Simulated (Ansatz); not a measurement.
Relaxation of a periodic cell of 13 atoms, CuRu$_{12}$ (host Ru, host structure hcp, interstitial Cu), to a largest force component of 0.03 eV/Å in at most 60 steps.

Computed with DFT LDA, scalar-relativistic, plane waves, PAW (Ansatz 0.2.0). Settings: cutoff 420 eV, k mesh 4x3x4, gaussian smearing 0.05 eV, no spin polarisation.

```xyz
13
Lattice="5.4000 0.0000 0.0000 -4.0500 7.0148 0.0000 0.0000 0.0000 4.2768" Properties=species:S:1:pos:R:3
Ru 0.000 0.000 0.000
Ru 0.000 1.559 2.138
Ru -1.350 2.338 0.000
Ru -1.350 3.897 2.138
Ru -2.700 4.677 0.000
Ru -2.700 6.235 2.138
Ru 2.700 0.000 0.000
Ru 2.700 1.559 2.138
Ru 1.350 2.338 0.000
Ru 1.350 3.897 2.138
Ru 0.000 4.677 0.000
Ru 0.000 6.235 2.138
Cu 1.369 0.774 1.050
```

Task: Where does it end, and by what steps?

Result: The run converged. Limits of this set-up: coarse k mesh, a small cell, in which the defect meets its images, a typed lattice constant that wasn't relaxed here. After 5 steps the energy has fallen by 11.961 eV; Ru1 moved furthest, 0.32 Å. The start is strongly strained (largest force component 13 eV/Å).

```csv
step,energy less start (eV),largest force component (eV/Å),accepted
0,0.0000,13.461,yes
1,-10.3777,3.412,yes
2,-11.8336,0.736,yes
3,-11.9550,0.196,yes
4,-11.9602,0.081,yes
5,-11.9612,0.014,yes
```

```xyz
13
Lattice="5.4000 0.0000 0.0000 -4.0500 7.0148 0.0000 0.0000 0.0000 4.2768" Properties=species:S:1:pos:R:3
Ru -0.139 -0.179 -0.227
Ru -0.156 1.693 2.378
Ru -1.341 2.315 0.174
Ru -1.332 3.905 2.125
Ru -2.683 4.668 0.061
Ru -2.696 5.972 2.264
Ru 2.859 -0.135 -0.242
Ru 2.843 1.738 2.364
Ru 1.348 2.601 -0.129
Ru 1.335 3.904 2.073
Ru -0.015 4.668 0.010
Ru -0.005 6.258 1.962
Cu 1.352 0.779 1.069
```

Whether the end is a true minimum wasn't checked by a vibrational analysis.

Run time: 60 s on 4 threads of Intel(R) Xeon(R) CPU @ 2.60GHz (Ice Lake) (shared host), peak memory 1.2 GiB.
